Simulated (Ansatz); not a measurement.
# Mg: a strain scan

The task, for Mg: see how energy and stress answer to the strain pattern (1, 0, 0, 0, 0, 0).

Computed with Ansatz 0.2.0 (DFT LDA, scalar-relativistic, plane waves, PAW, unless a step's input says otherwise).

### 1 The system as given

Symmetry: P6_3/mmc, No. 194, hexagonal system. The conventional cell has a = 3.209 Å, b = 3.209 Å, c = 5.210 Å, α = 90.00°, β = 90.00°, γ = 120.00°. Mg (site symmetry -6m2) has 12 Mg at 3.20 to 3.21 Å as nearest neighbours.

Coordinates:

```cif
data_structure
_symmetry_space_group_name_H-M 'P 1'
_symmetry_Int_Tables_number 1
_cell_length_a 3.2093
_cell_length_b 3.2093
_cell_length_c 5.2103
_cell_angle_alpha 90.000
_cell_angle_beta 90.000
_cell_angle_gamma 120.000
_cell_volume 46.47
loop_
_atom_site_label
_atom_site_type_symbol
_atom_site_fract_x
_atom_site_fract_y
_atom_site_fract_z
_atom_site_occupancy
Mg1 Mg 0.33333 0.66667 0.25000 1
Mg2 Mg 0.66667 0.33333 0.75000 1
```

No relaxation comes first: the listed cell is the starting point.

### 2 The reference cell

The reference gives a free energy of -3803.1838 eV, pressure -2.48 GPa, largest force 0.000 eV/Å and gap on the mesh none (metal). It was computed beforehand with the settings of the runs below.

### 3 Next: a strain scan

The cell is strained by ε times the Voigt pattern (1, 0, 0, 0, 0, 0) (xx, yy, zz, yz, xz, xy; engineering shear), with fractional coordinates fixed (clamped ions). The stress on the pattern is the sum of the stress components weighted by it, tension positive.

### 4 ε = -0.1500

The input, input.yaml:

```yaml
crystal:
  lattice:
    - [2.7278808026, 0.0, 0.0]
    - [-1.3639404013, 2.7793106748, 0.0]
    - [0.0, 0.0, 5.21033]
  atoms:
    - { symbol: Mg, position: [0.3333333333, 0.6666666667, 0.25] }
    - { symbol: Mg, position: [0.6666666667, 0.3333333333, 0.75] }
basis:
  ecutwfc: 420
kpoints:
  mp_grid: { grid: [18, 18, 10] }
hamiltonian:
  xc: lda
scf:
  occupations: { method: gaussian, width: 0.15 }
output:
  forces: true
  stress: true
  eigenvalues: true
```

Started as:

```
$ ansatz run input.yaml --threads 1 --pin off --max-ram 1228MiB --backend cpu --events-out ev --progress --plain --runs-dir out
```

### 5 Point ε = 0.1125

Changes to input.yaml since step 4:

```diff
@@ -2,4 +2,4 @@
   lattice:
-    - [2.7278808026, 0.0, 0.0]
-    - [-1.3639404013, 2.7793106748, 0.0]
+    - [3.5703145799, 0.0, 0.0]
+    - [-1.7851572899, 2.7793106748, 0.0]
     - [0.0, 0.0, 5.21033]
```

### 6 At ε = -0.0750

Changes to input.yaml since step 5:

```diff
@@ -2,4 +2,4 @@
   lattice:
-    - [3.5703145799, 0.0, 0.0]
-    - [-1.7851572899, 2.7793106748, 0.0]
+    - [2.9685761676, 0.0, 0.0]
+    - [-1.4842880838, 2.7793106748, 0.0]
     - [0.0, 0.0, 5.21033]
```

### 7 At ε = 0.0375

Changes to input.yaml since step 6:

```diff
@@ -2,4 +2,4 @@
   lattice:
-    - [2.9685761676, 0.0, 0.0]
-    - [-1.4842880838, 2.7793106748, 0.0]
+    - [3.329619215, 0.0, 0.0]
+    - [-1.6648096075, 2.7793106748, 0.0]
     - [0.0, 0.0, 5.21033]
```

(Steps that only read results are left out.)

**Question.** What will these runs give? Wanted: slope of the stress at ε = 0, from the points at -0.0750, 0 and 0.0375.

The runs gave:

| quantity | value |
| --- | --- |
| slope of the stress at ε = 0, from the points at -0.0750, 0 and 0.0375 | 56 GPa |

**Reading.** From the stress slope, C11 is about 56 GPa with the ions clamped; letting the atoms relax could not make it stiffer. The step is wide, so higher orders mix in. The reference stands under -2.5 GPa, so this is no zero-stress constant. The undisturbed cell stays the lowest of the sampled points.
